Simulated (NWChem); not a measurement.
# SiF3 (trifluorosilyl): levels of theory compared

Wanted: a comparison of 6 runs (UHF/STO-3G, UHF/3-21G, UB3LYP/6-31G*, UPBE0/aug-cc-pVDZ, U-r2SCAN/aug-cc-pVDZ, UM06-2X/aug-cc-pVDZ) of SiF3 (trifluorosilyl). 

The calculation is run with NWChem 7.3.0.

4 further runs of the same task are left out: 1 that didn't finish, 3 set aside as unsound or not needed.

## 1. The molecule

The species is SiF3 (4 atoms), meant as a doublet with charge 0. As SMILES, `F[Si](F)F`. One bond was lengthened or shortened from a relaxed shape.

Bond lengths: F1–Si2 1.818 Å, Si2–F3 1.581 Å, Si2–F4 1.581 Å. Angles: F1–Si2–F3 107.9°, F1–Si2–F4 107.9°, F3–Si2–F4 107.9°.

## 2. A single-point energy at UHF/STO-3G (run 1)

Contents of f3si.nw:

```
start f3si
memory 2200 mb

geometry noautosym nocenter noautoz
  F        0.944990      -0.615055       1.289313
  Si      -0.282750       0.213060       0.234280
  F       -0.994260      -0.892250      -0.644340
  F        0.492160       1.186230      -0.741640
end

basis spherical bse
  F library STO-3G
  Si library STO-3G
end

scf
  doublet
  uhf
  thresh 1e-08
  maxiter 80
  print low
end

task scf energy
```

The run is started by

```
$ nwchem f3si.nw > f3si.out
```

The log of the run:

```text
[...]
  functions       =    24
[...]
  wavefunction    = UHF
[...]
         Total SCF energy =   -579.704213937044
      One electron energy =  -1152.382649334481
      Two electron energy =    403.759526456379
 Nuclear repulsion energy =    168.918908941059
                       Sz =      0.5000
                 Sz(Sz+1) =      0.7500
                      S^2 =      0.7809
[...]
```

It took 3.6 s on 1 thread of Intel Xeon at 2.50GHz (Skylake/Cascade Lake), shared host; peak memory 0.097 GiB.

## 3. A single-point energy at UHF/3-21G (run 2)

Contents of run.py:

```python
from ase import Atoms
from ase.calculators.nwchem import NWChem

molecule = Atoms(['F', 'Si', 'F', 'F'], positions=[
    [0.944990, -0.615055, 1.289313],
    [-0.282750, 0.213060, 0.234280],
    [-0.994260, -0.892250, -0.644340],
    [0.492160, 1.186230, -0.741640],
])

calc = NWChem(
    label='f3si',
    theory='scf',
    memory='2200 mb',
    basis='3-21G',
    basispar='spherical bse',
    scf={'nopen': '1', 'uhf': None, 'thresh': '1e-08', 'maxiter': '80', 'print': 'low'},
    task='energy',
)
molecule.calc = calc

e = molecule.get_potential_energy()
print(f"E = {e:.6f} eV")
```

The run is started by

```
$ export ASE_NWCHEM_COMMAND="nwchem PREFIX.nwi > PREFIX.nwo"
$ python run.py
```

The log of the run:

```text
E = -15897.362429 eV
```

The calculator wrote f3si.nwi:

```
title "f3si"

permanent_dir f3si

scratch_dir f3si

start f3si

geometry units angstrom nocenter noautosym noautoz
  F  9.4499000000000000e-01 -6.1505500000000002e-01 1.2893129999999999e+00
  Si -2.8275000000000000e-01 2.1306000000000000e-01 2.3427999999999999e-01
  F  -9.9426000000000003e-01 -8.9224999999999999e-01 -6.4434000000000002e-01
  F  4.9215999999999999e-01 1.1862299999999999e+00 -7.4163999999999997e-01
end

memory 2200 mb

basis spherical bse noprint
   * library 3-21G
end

scf
  nopen 1
  uhf
  thresh 1e-08
  maxiter 80
  print low
end

task scf energy
```

f3si.nwo:

```text
Northwest Computational Chemistry Package (NWChem) 7.3.0
             --------------------------------------------------------

           Job information
           ---------------

    nwchem branch   = 7.3.0
    use scalapack   = T
    input           = f3si.nwi
    prefix          = f3si.
    data base       = f3si/f3si.db
    status          = startup
    nproc           =        1

           Memory information
           ------------------

[... 5 lines left out ...]
    hardfail = no
[... 36 lines left out ...]
            Nuclear Dipole moment (a.u.)
[... 55 lines left out ...]
 Forming initial guess at       0.1s

 Starting SCF solution at       0.1s

       Final UHF  results
       ------------------

         Total SCF energy =   -584.217298389711
      One electron energy =  -1151.707274264002
      Two electron energy =    398.571066933232
 Nuclear repulsion energy =    168.918908941058

                       Sz =      0.5000
                 Sz(Sz+1) =      0.7500
                      S^2 =      0.7556

        Time for solution =      2.3s

 Task  times  cpu:        2.4s     wall:        2.4s
 Total times  cpu:        2.4s     wall:        2.4s
```

Wall time 4.8 s (1 thread of Intel Xeon at 2.50GHz (Skylake/Cascade Lake), shared host); peak memory 0.098 GiB.

Runs 3 to 5 aren't shown in full; the table further down has their settings and results.

## 4. The energy at UM06-2X/aug-cc-pVDZ (run 6)

Contents of f3si.nw:

```
start f3si
title "F3Si"
memory stack 880 mb heap 220 mb global 1100 mb

geometry units angstrom noautosym nocenter noautoz
F     0.944990   -0.615055    1.289313
Si   -0.282750    0.213060    0.234280
F    -0.994260   -0.892250   -0.644340
F     0.492160    1.186230   -0.741640
end

basis spherical bse
* library aug-cc-pVDZ
end

dft
xc m06-2x
mult 2
grid fine
convergence energy 1e-08
iterations 100
mulliken
print medium
end

task dft energy
```

The run is started by

```
$ nwchem f3si.nw > f3si.out
```

The log of the run:

```text
[...]
          Wavefunction type:  spin polarized.
          No. of atoms     :     4
          No. of electrons :    41
[...]
          Charge           :     0
          Spin multiplicity:     2
[...]
          AO basis - number of functions:    96
[...]
              XC Information
              --------------
                       M06-2X Method XC Functional
                     Hartree-Fock (Exact) Exchange  0.540
                        M06-2X Exchange Functional  1.000
                      M06-2X Correlation Potential  1.000
[...]
 d= 0,ls=0.0,diis     1   -588.9225112415 -7.58D+02  8.60D-03  2.63D-01    13.3
[...]
 d= 0,ls=0.0,diis    11   -589.0497587697 -1.00D-09  2.35D-07  2.69D-10   110.6
[...]
         Total DFT energy =     -589.049758769723
      One electron energy =    -1154.702694462939
           Coulomb energy =      448.971813674167
    Exchange-Corr. energy =      -52.237786922010
 Nuclear repulsion energy =      168.918908941059
[...]
      Total Density - Mulliken Population Analysis
     ---------------------------------------------
    Atom       Charge   Shell Charges
 -----------   ------   -------------------------------------------------------
    1 F    9     9.53   2.00  0.90  1.03  0.08  3.27  2.08  0.16  0.00  0.01
    2 Si  14    12.35   2.00  2.04  0.72  0.15  0.02  6.01  0.94  0.13 -0.01  0.38 -0.02
    3 F    9     9.56   2.00  0.89  1.03  0.11  3.32  2.06  0.13  0.00  0.02
    4 F    9     9.56   2.00  0.89  1.03  0.11  3.32  2.06  0.13  0.00  0.02
[...]
      <S2> =      0.7521 (Exact =     0.7500)
[...]
```

Wall time 1.9 min (1 thread of Intel Xeon at 2.50GHz (Skylake/Cascade Lake), shared host); peak memory 0.11 GiB.

## 5. All runs side by side

| run | level | Cartesian functions | iteration cap | energy (Eh) | ⟨S²⟩ | wall time |
| --- | --- | --- | --- | --- | --- | --- |
| 1 | UHF/STO-3G | no | 80 | -579.704214 | 0.781 | 3.6 s |
| 2 | UHF/3-21G | no | 80 | -584.217298 | 0.756 | 4.8 s |
| 3 | UB3LYP/6-31G* (Cartesian functions) | yes | 100 | -589.115465 | 0.752 | 48 s |
| 4 | UPBE0/aug-cc-pVDZ | no | 100 | -588.758816 | 0.752 | 87 s |
| 5 | U-r2SCAN/aug-cc-pVDZ | no | 100 | -589.020772 | 0.752 | 97 s |
| 6 | UM06-2X/aug-cc-pVDZ | no | 100 | -589.049759 | 0.752 | 1.9 min |

## 6. What came out

```
                                 quantity          value
                      run 6: total energy  -589.04976 Eh
                     run 6: dipole moment         2.06 D
run 6: HOMO energy (highest over α and β)       -9.54 eV
 run 6: LUMO energy (lowest over α and β)       -4.58 eV
                              run 6: ⟨S²⟩          0.752
```

**Reading.** Totals of different functionals can't be ranked against each other. In run 1 the basis is minimal, so the values are rough. All runs together took 5.9 min, the longest 1.9 min.
